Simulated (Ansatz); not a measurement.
# C₈H₁₈F₂Sn: a ladder of functionals and wavefunction methods

The task here is to estimate one member of a computed series from the others.

The runs use Ansatz 0.2.0, Gaussian basis; functionals in def2-TZVPP, the program's frozen cores in correlated methods.

Plan: LDA (SPW92), PBE-D4, revPBE-D4, BLYP-D4, r2SCAN-D4, B97M-V, PBE0-D4, B3LYP-D4, r2SCANh-D4, r2SCAN0-D4, HSE06-D4, BHLYP-D4, CAM-B3LYP-D4, LC-ωPBE, ωB97X-V, ωB97M-V, B2PLYP, PBE-QIDH; CCSD(T)/def2-SVP; CCSD(T)/def2-TZVPP; MP2/def2-QZVPP; extrapolation to the limit; RPA on PBE.

### The geometry

The geometry comes from an earlier relaxation with PBE0-D4 in a triple-zeta def2 set; it is a stationary point, not always the lowest conformer. Sn takes the def2 core potential; no spin-orbit term is included.

SMILES `CC(C)[CH2][Sn]([F])([F])[CH2]C(C)C`, 29 atoms, charge 0, spin multiplicity 1.

Atoms are counted from 1 here; the program's logs count them from 0.

Bond lengths: C1–C2 1.522 Å, C1–H12 1.092 Å, C1–H13 1.095 Å, C1–H14 1.096 Å, C2–C3 1.524 Å, C2–C4 1.526 Å, C2–H15 1.096 Å, C3–H16 1.095 Å, C3–H17 1.093 Å, C3–H18 1.092 Å, C4–Sn5 2.133 Å, C4–H19 1.093 Å, C4–H20 1.095 Å, Sn5–F6 1.929 Å, Sn5–F7 1.927 Å, Sn5–C8 2.132 Å, C8–C9 1.526 Å, C8–H21 1.095 Å and more. Angles: C2–C1–H12 111.2°, C2–C1–H13 110.9°, C2–C1–H14 112.0°, H12–C1–H13 107.7°, H12–C1–H14 106.8°, H13–C1–H14 108.0°, C1–C2–C3 110.7°, C1–C2–C4 111.6°, C1–C2–H15 108.0°, C3–C2–C4 110.1°, C3–C2–H15 108.2°, C4–C2–H15 108.1°, C2–C3–H16 110.7°, C2–C3–H17 111.1°, C2–C3–H18 111.3°, H16–C3–H17 107.8°, H16–C3–H18 107.8°, H17–C3–H18 108.0° and more.

The first run:

in.yaml reads:

```yaml
crystal:
  periodic: [false, false, false]
  atoms:
    - {symbol: C, position_ang: [-1.160368, 1.422399, -1.468395]}
    - {symbol: C, position_ang: [0.109649, 2.250210, -1.331018]}
    - {symbol: C, position_ang: [0.592298, 2.727547, -2.694994]}
    - {symbol: C, position_ang: [1.215817, 1.470306, -0.625627]}
    - {symbol: Sn, position_ang: [0.683055, 0.846696, 1.343098]}
    - {symbol: F, position_ang: [-0.177370, 2.385859, 2.126215]}
    - {symbol: F, position_ang: [2.331272, 0.741656, 2.336145]}
    - {symbol: C, position_ang: [-0.496717, -0.832485, 1.919243]}
    - {symbol: C, position_ang: [-0.468739, -1.989986, 0.925396]}
    - {symbol: C, position_ang: [0.944355, -2.514873, 0.716927]}
    - {symbol: C, position_ang: [-1.394322, -3.106536, 1.392641]}
    - {symbol: H, position_ang: [-1.933667, 1.972299, -2.009190]}
    - {symbol: H, position_ang: [-0.964579, 0.495580, -2.017672]}
    - {symbol: H, position_ang: [-1.583730, 1.154612, -0.493992]}
    - {symbol: H, position_ang: [-0.125578, 3.132004, -0.724180]}
    - {symbol: H, position_ang: [0.831348, 1.876634, -3.340822]}
    - {symbol: H, position_ang: [-0.174313, 3.323668, -3.196774]}
    - {symbol: H, position_ang: [1.491195, 3.341681, -2.604810]}
    - {symbol: H, position_ang: [2.121376, 2.070187, -0.504204]}
    - {symbol: H, position_ang: [1.490653, 0.578471, -1.198538]}
    - {symbol: H, position_ang: [-0.112791, -1.145088, 2.895374]}
    - {symbol: H, position_ang: [-1.510659, -0.453287, 2.071689]}
    - {symbol: H, position_ang: [-0.845235, -1.628423, -0.040670]}
    - {symbol: H, position_ang: [0.955257, -3.352891, 0.016396]}
    - {symbol: H, position_ang: [1.372606, -2.860472, 1.662311]}
    - {symbol: H, position_ang: [1.618229, -1.749097, 0.317181]}
    - {symbol: H, position_ang: [-2.417925, -2.746813, 1.520564]}
    - {symbol: H, position_ang: [-1.412608, -3.930593, 0.674608]}
    - {symbol: H, position_ang: [-1.057711, -3.507162, 2.353694]}
basis:
  gaussian: {orbitals: def2-TZVPP}
hamiltonian: {xc: lda}
output: {orbitals: {seedname: orbitals}}
```

The run is started by

```
$ ansatz run in.yaml --threads 11 --pin off --events-out ev --progress --plain --max-ram 174080MiB --backend cuda --devices 0, --max-vram 75GiB
```

Among the steps run: LDA; PBE-D4 (GGA); revPBE-D4 (GGA); BLYP-D4 (GGA); r2SCAN-D4 (meta-GGA); B97M-V (meta-GGA); B3LYP-D4 (hybrid); r2SCANh-D4 (hybrid); r2SCAN0-D4 (hybrid); HSE06-D4 (hybrid); BHLYP-D4 (hybrid); CAM-B3LYP-D4 (range-separated); LC-ωPBE (range-separated); ωB97X-V (range-separated); ωB97M-V (range-separated); B2PLYP (double hybrid); PBE-QIDH (double hybrid).

One of the session's tables, all rows but one given; the rest of the session is left out.

It belongs to the step «Orbital energies across the functionals». 

| functional | HOMO (eV) | gap (eV) |
| --- | --- | --- |
| LDA (SPW92) | -6.84 | 5.28 |
| PBE-D4 | -6.66 | 5.40 |
| revPBE-D4 | -6.59 | 5.46 |
| BLYP-D4 | -6.53 | 5.31 |
| r2SCAN-D4 | -6.91 | 5.96 |
| B97M-V | -7.00 | 5.89 |
| PBE0-D4 | -7.88 | 7.56 |
| B3LYP-D4 | -7.67 | 7.03 |
| r2SCANh-D4 | ? | ? |
| r2SCAN0-D4 | -8.04 | 7.93 |
| HSE06-D4 | -7.49 | 6.80 |
| BHLYP-D4 | -8.98 | 9.52 |
| CAM-B3LYP-D4 | -9.18 | 9.78 |
| LC-ωPBE | -10.46 | 12.37 |
| ωB97X-V | -10.12 | 11.82 |
| ωB97M-V | -10.00 | 11.41 |

Estimate the missing values for r2SCANh-D4.

Worked estimate for «HOMO (eV)». Against the share of exact exchange, r2SCAN-D4 (0, -6.91), r2SCAN0-D4 (0.25, -8.04) give a slope of -4.52 per unit share; at 0.1 the line stands at -7.36.

**Answer.** HOMO (eV): -7.36; gap (eV): 6.75. In «HOMO (eV)» the line misses by 0.00.
